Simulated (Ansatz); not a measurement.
Runs of Ansatz 0.2.0 on Mg3Te. Symmetry: I4/mmm, No. 139, tetragonal system. The conventional cell has a = 4.279 Å, b = 4.279 Å, c = 10.565 Å, α = 90.00°, β = 90.00°, γ = 90.00°. Te (site symmetry 4/mmm) is surrounded by 12 Mg at 3.03 to 3.40 Å. Around Mg (site symmetry -4m2) lie 8 Mg at 3.03 to 3.40 Å and 4 Te at 3.40 Å. Mg (site symmetry 4/mmm) has 4 Te at 3.03 Å and 8 Mg at 3.40 Å as nearest neighbours. The cell comes from a database or a generator and needn't be the stable form of this composition.

```tsv
task	level	spin	k mesh	cutoff (eV)	points for each segment of the path	atoms under strain	gap on the mesh (eV)	pressure (GPa)	V0 of scaled cells (Å³/atom)	B0 (GPa)
phonons	PBEsol	off	8 × 8 × 8	420	-	-	none	-	-	-
band structure	PBEsol	SOC, no magnetisation	9 × 9 × 9	420	14	-	none	-1.0	-	-
equation of state	r2SCAN	off	9 × 9 × 9	500	-	-	-	-	(b)	41
equation of state	PBE	off	9 × 9 × 9	420	-	-	-	-	24.27	37
elastic constants	PBEsol	off	8 × 8 × 8	420	-	relaxed	none	(a)	-	-
```

Alike in all rows: potentials or basis Ansatz PAW; cell as given; smearing fermi-dirac 0.05 eV.

Fill in the values left out.

(a) -1.1; (b) 23.70.

Caveats: the PAW data sets come from PBE, with cores solved anew for the run's functional, which leaves a small shift of forces and pressure (some runs); the cell was scaled at fixed shape and fractional positions, which overstates the stiffness of a crystal with free parameters, most of all of layers and chains (some runs); the PAW data sets were made with another functional, which shifts forces and pressure a little (some runs); the elastic tensor has a negative eigenvalue, so either the cell is unstable as it stands or the mesh is too thin (some runs).

A k mesh can miss the band edges, and rows without SOC leave out spin-orbit coupling on Te.

A gap of «none» marks a metal or a gap under the smearing width.
